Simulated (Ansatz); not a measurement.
TiZn₃, space group Pm-3m, a comparison of norm-conserving and PAW potentials

Program: the Python package of Ansatz (0.2.0).

The cells in order, each with its output:

**Cell 1**
```python
import ansatz as az
import numpy as np
```

**Cell 2**
```python
XC = "lda"
MESH = (7, 7, 7)
SMEARING_WIDTH = 0.3
BETA = 0.6
MAX_ITERATIONS = 80
```

**Cell 3**
```python
def count_gap(report):
    # lowest empty less highest filled band, counting bands; zero where they overlap
    return max(report.get("gap_by_band_count_ev") or 0.0, 0.0)
```

**Cell 4**
```python
lattice = az.Lattice.of(
    [3.9322, 0.0, 0.0],
    [0.0, 3.9322, 0.0],
    [0.0, 0.0, 3.9322],
)
sites = [
    ("Ti", [0.0, 0.0, 0.0]),
    ("Zn", [0.0, 0.5, 0.5]),
    ("Zn", [0.5, 0.0, 0.5]),
    ("Zn", [0.5, 0.5, 0.0]),
]
crystal = az.Crystal(lattice=lattice)
for symbol, position in sites:
    crystal = crystal.atom(symbol, position)
```

**Cell 5**
```python
len(crystal.resolved().sites)
```
Output:
```text
4
```

**Cell 6**
```python
calculation = (
    crystal.calculation()
    .functional(XC)
    .kpoints(*MESH)
    .occupations(az.OccupationsMethod.GAUSSIAN, width=SMEARING_WIDTH)
    .mixing("msr1", ndim=4, beta=BETA)
    .scf(max_iterations=MAX_ITERATIONS, lower_state_search="light")
    .stress()
    .forces()
    .band_table()
)
variants = {
    "PAW": calculation.pseudopotentials("paw"),
    "norm-conserving": calculation.pseudopotentials("nc"),
}
# totals differ by the cores that each treatment holds, so compare what does not depend on them
rows = []
for label, variant in variants.items():
    rep = variant.run(threads=1, pin="off").report
    levels = np.array(rep["eigenvalues_ev"][0]) - rep["fermi_energy_ev"]
    print(label, "levels at the first k-point near E_F:", np.round(levels[np.abs(levels) < 5], 3))
    rows.append((label, rep["n_electrons"], np.trace(rep["stress_gpa"]) / 3, count_gap(rep)))
lines = [",".join(["treatment", "electrons in bands", "P GPa", "gap by band count eV"])] + [",".join(f"{v:.4f}" if isinstance(v, float) else str(v) for v in row) for row in rows]
print("\n".join(lines))
with open("nc_paw.csv", "w") as handle:
    handle.write("\n".join(lines) + "\n")
```
Output:
```text
DeckWarning: basis.ecutwfc = 420 eV, auto-derived from the records' recommended cutoffs: set by Ti (normal level)
PAW levels at the first k-point near E_F: [-0.79  -0.79   0.228  0.228  0.228  1.456  1.456  1.456]
DeckWarning: basis.ecutwfc = 1142.878222 eV, auto-derived from the records' recommended cutoffs: set by Ti (normal level)
norm-conserving levels at the first k-point near E_F: [-0.787 -0.787  0.223  0.223  0.223  1.46   1.46   1.46 ]
treatment,electrons in bands,P GPa,gap by band count eV
PAW,48.0000,-9.7486,0.0000
norm-conserving,72.0000,-9.9188,0.0000
```

PAW gives -9.749 GPa and norm-conserving -9.919 GPa, 0.17 GPa apart. They took 2.4 and 8.1 s of processor time.

Notes:
- The settings weren't tested for convergence.
- The run is spin-unpolarised.
- The computed bands are complete only to about 3.7 eV above the Fermi level.
- The mesh is modest for a metal, so energies can be off by several to tens of meV an atom and pressures by half a GPa or more; differences at equal mesh fare better.
- The free energy holds a sizeable smearing term, which stands for no physical temperature.
- A gap by band count of zero or less means overlapping bands, a metal.
- At these settings the cell as given stands under about -10 GPa, so it isn't at this functional's equilibrium volume.
- The structure is a deposited one; some such entries were measured under pressure or heat, so a shift against it needn't be the functional's error alone.
- Levels are Kohn-Sham eigenvalues on this mesh.
- Warnings are shown shortened and without file and line.
- Stress is positive in compression.
- Hardware and time: 11 s on 1 thread of Intel(R) Xeon(R) Platinum 8259CL CPU @ 2.50GHz (Skylake/Cascade Lake), with other jobs on the host, peak memory 0.51 GiB.
